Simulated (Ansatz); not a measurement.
# Mg9O8: the cost of one run

Method: DFT PBE+D3(BJ), plane waves, PAW, scalar-relativistic, no spin polarisation, in Ansatz 0.2.0.

## (1) The starting structure

The cell holds 17 atoms (Mg9O8): a = 5.538 Å, b = 5.538 Å, c = 5.538 Å, α = 60.00°, β = 60.00°, γ = 60.00°.

The coordinates stand in the first input below.

## (2) Preparing the start

Contents of input.yaml:

```yaml
accuracy: low
crystal:
  lattice:
    - [0.0, 3.916, 3.916]
    - [3.916, 0.0, 3.916]
    - [3.916, 3.916, 0.0]
  atoms:
    - { symbol: Mg, position: [0.0, 0.0, 0.0] }
    - { symbol: O, position: [0.25, 0.25, 0.25] }
    - { symbol: Mg, position: [0.0, 0.0, 0.5] }
    - { symbol: O, position: [0.25, 0.25, 0.75] }
    - { symbol: Mg, position: [0.0, 0.5, 0.0] }
    - { symbol: O, position: [0.25, 0.75, 0.25] }
    - { symbol: Mg, position: [0.0, 0.5, 0.5] }
    - { symbol: O, position: [0.25, 0.75, 0.75] }
    - { symbol: Mg, position: [0.5, 0.0, 0.0] }
    - { symbol: O, position: [0.75, 0.25, 0.25] }
    - { symbol: Mg, position: [0.5, 0.0, 0.5] }
    - { symbol: O, position: [0.75, 0.25, 0.75] }
    - { symbol: Mg, position: [0.5, 0.5, 0.0] }
    - { symbol: O, position: [0.75, 0.75, 0.25] }
    - { symbol: Mg, position: [0.5, 0.5, 0.5] }
    - { symbol: O, position: [0.75, 0.75, 0.75] }
    - { symbol: Mg, position: [0.1199799, 0.6378067, 0.1130877] }
basis:
  ecutwfc: 420.0
kpoints:
  mp_grid: { grid: [2, 2, 2] }
hamiltonian:
  xc: pbe
  dispersion: d3bj
  pseudopotentials: { kind: paw, azcp: { folder: soft_1 } }
scf:
  occupations: { method: fermi_dirac, width: 0.02 }
  lower_state_search: "off"
relax:
  f_tol: 0.08
  max_steps: 25
  adjacent_minimum: "off"
```

Run with:

```
> ansatz run input.yaml --threads 1 --pin off --max-ram 3072MiB --backend cpu --events-out ev --progress --plain --runs-dir out
```

What time and memory should one allow on 1 thread of Intel Xeon 6975P-C (Granite Rapids), shared host?

About 42 s, with a peak of 0.43 GiB.
